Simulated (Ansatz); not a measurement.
A run of Ansatz 0.2.0:

Contents of input.yaml:

```yaml
crystal:
  lattice:
    - [0.0, 3.387167, 3.387167]
    - [3.387167, 0.0, 3.387167]
    - [3.387167, 3.387167, 0.0]
  atoms:
    - { symbol: Ge, position: [0.5, 0.5, 0.5] }
    - { symbol: Ge, position: [0.75, 0.75, 0.75] }
    - { symbol: Ge, position: [0.25, 0.25, 0.25] }
    - { symbol: Ga, position: [0.0, 0.0, 0.0] }
hamiltonian:
  xc: pbesol
  pseudopotentials: { kind: paw_fr }
magnetization:
  noncollinear: true
  spin_orbit: true
kpoints:
  mp_grid: { grid: [7, 7, 7] }
  band_path:
    path:
      - [[0.0, 0.0, 0.0], [0.5, 0.0, 0.5], [0.5, 0.25, 0.75], [0.375, 0.375, 0.75], [0.0, 0.0, 0.0], [0.5, 0.5, 0.5], [0.625, 0.25, 0.625], [0.5, 0.25, 0.75], [0.5, 0.5, 0.5], [0.375, 0.375, 0.75]]
      - [[0.625, 0.25, 0.625], [0.5, 0.0, 0.5]]
    npoints: 14
scf:
  occupations: { method: fermi_dirac, width: 0.05 }
  n_extra_bands: 10
output:
  forces: true
  stress: true
  eigenvalues: true
  fatbands: false
  write_density: true
  write_potential: true
  elf: true
  volumetric_format: npy
```

Potentials or basis: Ansatz PAW.

The run is started by

```sh
$ ansatz run input.yaml --threads 2 --pin off --max-ram 5632MiB --backend cpu --events-out ev --progress --plain --runs-dir out
```

Hardware: 2 threads of Intel(R) Xeon(R) Platinum 8488C (Sapphire Rapids), on a shared host.

**Question.** Estimate the wall time of this run.

**Answer.** Run time: 41 s on 2 threads of Intel(R) Xeon(R) Platinum 8488C (Sapphire Rapids), on a shared host, peak memory 1.1 GiB. Counts: scf iterations 7, plane waves 1471, k points 20, bands 65.
